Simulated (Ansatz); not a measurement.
# Hf4O3: the cost of one run

Program: Ansatz 0.2.0. Level of theory: DFT PBE, scalar-relativistic, plane waves, PAW, unless a step names another level. These are calculated values, not measurements.

2 further runs of the same task are left out: 2 that didn't finish.

### Step 1. The system as given

The structure is tetragonal, space group P-42m (No. 111). Conventional cell: a = 4.802 Å, b = 4.802 Å, c = 5.055 Å, α = 90.00°, β = 90.00°, γ = 90.00°. Hf (site symmetry m) has 3 O at 2.11 to 2.12 Å as nearest neighbours. O (site symmetry -42m) is surrounded by 4 Hf at 2.12 Å. O (site symmetry -42m) is surrounded by 4 Hf at 2.11 Å.

Structure file:

```
Hf O
1.0
     4.80169    0.00000    0.00000
     0.00000    4.80169    0.00000
     0.00000    0.00000    5.05522
Hf O
4 3
Direct
  0.25063 0.25063 0.25170
  0.74937 0.74937 0.25170
  0.74937 0.25063 0.74830
  0.25063 0.74937 0.74830
  0.00000 0.00000 0.00000
  0.00000 0.00000 0.50000
  0.50000 0.50000 0.00000
```

It came out lowest among 21 distinct ends of the trial cells. At a tolerance of 0.05 Å it has space group P-42m (No. 111).

### Step 2. Relaxing to 0.001 eV/Å, on the response runs' mesh and smearing

Contents of input.yaml:

```yaml
crystal:
  lattice:
    - [4.8016942763, 0.0, 0.0]
    - [0.0, 4.8016942763, 0.0]
    - [0.0, 0.0, 5.0552173057]
  atoms:
    - { symbol: Hf, position: [0.2506257057, 0.2506257057, 0.2517013754] }
    - { symbol: Hf, position: [0.7493742943, 0.7493742943, 0.2517013754] }
    - { symbol: Hf, position: [0.7493742943, 0.2506257057, 0.7482986246] }
    - { symbol: Hf, position: [0.2506257057, 0.7493742943, 0.7482986246] }
    - { symbol: O, position: [0.0, 0.0, 0.0] }
    - { symbol: O, position: [0.0, 0.0, 0.5] }
    - { symbol: O, position: [0.5, 0.5, 0.0] }
basis:
  ecutwfc: 420
kpoints:
  mp_grid: { grid: [6, 6, 6] }
hamiltonian:
  xc: pbe
scf:
  occupations: { method: gaussian, width: 0.1 }
output:
  forces: true
  stress: true
  eigenvalues: true
relax:
  adjacent_minimum: "off"
  f_tol: 0.001
  max_steps: 60
  cell: { stress_tol: 0.01 }
```

Run with:

```sh
ansatz run input.yaml --threads 3 --pin off --max-ram 7680MiB --backend cpu --events-out ev --progress --plain --runs-dir out
```

**Question.** How long does this run take on 3 threads of Arm Neoverse V2, shared host, and how much memory does it need?

About 61 s, with a peak of 0.59 GiB.
